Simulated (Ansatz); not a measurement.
Write a Python script for the Ansatz DFT code, driven from Python that makes energies of removing a hydrogen of FGaH2SSi, SMILES [F][Ga]1[SiH2][S]1. Level of theory (for the species named): PBE0, def2-SVPD basis, multiplicity 1, D3BJ dispersion.

```xyz
6

F     0.0422   -1.4839    0.7670
Ga   -1.3597   -0.6560   -0.1284
Si    0.3560    0.1564   -0.4457
S    -0.1055    0.2606    1.6323
H     1.7118    0.7697   -0.6238
H    -0.6028    0.8892   -1.2475
```

Script `bde_fgah2ssi.py`:
```python
"""Cost of removing each kind of hydrogen from FGaH2SSi, fragments frozen."""

import ansatz


def total_energy(molecule, charge=0, unpaired=0):
    calc = (
        molecule.calculation()
        .basis(gaussian="def2-SVPD")
        .functional("PBE0", dispersion="d3bj")
    )
    if charge:
        calc = calc.charge(charge)
    if unpaired:
        calc = calc.spin("collinear", total=unpaired)
    return calc.run(threads=1, pin="off").report["free_energy_ev"]

def without(molecule, index):
    rest = ansatz.Crystal.molecule()
    for i, site in enumerate(molecule.cartesian_sites):
        if i != index:
            rest = rest.atom(site.symbol, site.position_ang)
    return rest


def main() -> None:
    molecule = (
        ansatz.Crystal.molecule()
        .atom("F", [0.0422, -1.4839, 0.767])
        .atom("Ga", [-1.3597, -0.656, -0.1284])
        .atom("Si", [0.356, 0.1564, -0.4457])
        .atom("S", [-0.1055, 0.2606, 1.6323])
        .atom("H", [1.7118, 0.7697, -0.6238])
        .atom("H", [-0.6028, 0.8892, -1.2475])
    )

    whole = total_energy(molecule, 0)
    hydrogen = total_energy(ansatz.Crystal.molecule().atom("H", (0, 0, 0)), 0, 1)
    print(f"E(molecule) = {whole:.5f} eV, E(H) = {hydrogen:.5f} eV")
    for index in [5]:
        radical = total_energy(without(molecule, index), 0, 1)
        print(f"H{index}: homolysis {96.485332 * (radical + hydrogen - whole):.1f} kJ/mol")
        anion = total_energy(without(molecule, index), -1)
        print(f"H{index}: loss of a proton {96.485332 * (anion - whole):.1f} kJ/mol")


if __name__ == "__main__":
    main()
```

```console
$ python bde_fgah2ssi.py
E(molecule) = -73804.02086 eV, E(H) = -13.61361 eV
H5: homolysis 148.7 kJ/mol
H5: loss of a proton 1269.5 kJ/mol
```

These settings explore the input space; basis and method may be short of convergence. The geometry is a force-field or estimated start, not a minimum of this method, and the basis set is short of its limit. All parts are taken at fixed geometry, without zero-point energy. The expectation value of S² is noticeably off S(S+1) in at least one run, so that state is spin-contaminated. Finished in 16 s on 1 thread of Intel(R) Xeon(R) 6975P-C (Granite Rapids) (shared host), peak memory 0.48 GiB.
